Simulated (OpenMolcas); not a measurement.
# Ti³⁺ among point charges: CASSCF levels and susceptibility

Aim: the splitting of the states of Ti³⁺ in the field of 6 point charges, its lowest levels with spin-orbit coupling and its magnetic susceptibility.

The numbers are computed with OpenMolcas 26.06 (state-averaged CASSCF, spin-orbit coupling by RASSI with atomic mean-field integrals), except any that are marked as measured or tabulated.

1 further run of the same task is left out (it didn't finish).

### 1 The system

* Species: Ti³⁺ (titanium, Z = 22, 19 electrons)
* Basis: ANO-RCC-VTZP [6s5p3d2f1g], 59 functions
* Scalar Hamiltonian: DKH2, point nucleus
* Inactive shells: 1s 2s 2p 3s 3p
* Active space: 1 electron in 5 orbitals (3d)
* Some configurations of this space: 3d
* Orbitals: optimised for each spin and parity, averaged over all roots

The outer shells:

3d
```
3d [↑ ][  ][  ][  ][  ]
```

The ion sits among 6 point charges of -2 e arranged as a tetragonal octahedron (D4h), 1.72 Å from the ion, with the axial distance 2.012 Å. The active orbitals were held to one l.

The work runs as a chain of OpenMolcas steps in one folder; each step below is one input file. Labels, J, g values, rates, χT and fits are worked out afterwards by a script from the matrices that RASSI stores. The input lists half of the charges; inversion (Group=XYZ) makes the rest.

### 2 One- and two-electron integrals

a.inp reads:

```
&GATEWAY
Coord
1

Ti 0.0 0.0 0.0
Basis=ANO-RCC-VTZP
Group=XYZ
NoMove
AngMom=0.0 0.0 0.0
AMFI
XField
3 Angstrom 0
1.720000 0.000000 0.000000 -2.000000
0.000000 1.720000 0.000000 -2.000000
0.000000 0.000000 2.012400 -2.000000
&SEWARD
```

Launch:

```bash
OMP_NUM_THREADS=1 MOLCAS_MEM=1689 MOLCAS_PROJECT=a pymolcas a.inp > a.log
```

### 3 Reference wave functions, doublets of even parity, 5 roots

a.inp reads:

```
&RASSCF
FileOrb=start.orb
Symmetry=1
Spin=2
nActEl=1 0 0
Inactive=3 6
Ras2=5 0
CIRoot=5 5 1
SDav=5
CIMx=300
Iter=120 100
PrWF=0.3
OrbListing=Nothing
MaxOrb=0
SupSym
1
15 4 5 6 7 8 12 13 14 15 16 17 18 19 20 21
0
LevShft=1.5
>>> COPY $Project.JobIph JOB001
```

start.orb holds the contracted functions of the basis, ordered by shell, or the orbitals of the step before.

### 4 RASSI: spin-orbit coupling between the states

a.inp reads:

```
&RASSI
NrOfJobIphs=1 5
1 2 3 4 5
IphNames
JOB001
EJob
SpinOrbit
DIPRint=1.0
SOCoupling=1000.0
Subsets=2
Property=9
'ANGMOM' 1 'ANGMOM' 2 'ANGMOM' 3 'MLTPL  1' 1 'MLTPL  1' 2 'MLTPL  1' 3
'AMFI' 1 'AMFI' 2 'AMFI' 3
SOProperty=3
'ANGMOM' 1 'ANGMOM' 2 'ANGMOM' 3
```

Q: Predict the outcome of this session. Wanted: spin-free ground state; first state of the same spin within the active space; lowest level; next level.

The runs gave:

```
                                            quantity                              value
                                              method                             CASSCF
                              spin-free ground state     2E, 2-fold in its orbital part
first state of the same spin within the active space                   2B2 at 5480 cm⁻¹
                                        lowest level  2-fold E1/2, g = 0.00, 0.08, 0.08
                                          next level                         124.3 cm⁻¹
                                         χT at 300 K                     0.43 cm³ K/mol
                           effective moment at 300 K                            1.86 μB
```

**Reading.** The spin-free ground state (2E) comes to 100 % from free-ion D terms and keeps the highest spin of the shell. χT at 300 K is 0.43, against 0.38 cm³ K/mol for the spin alone, so orbital moment adds to it. The field of point charges can differ much from that of real complexes. This is an electrostatic model: the charges have no orbitals.
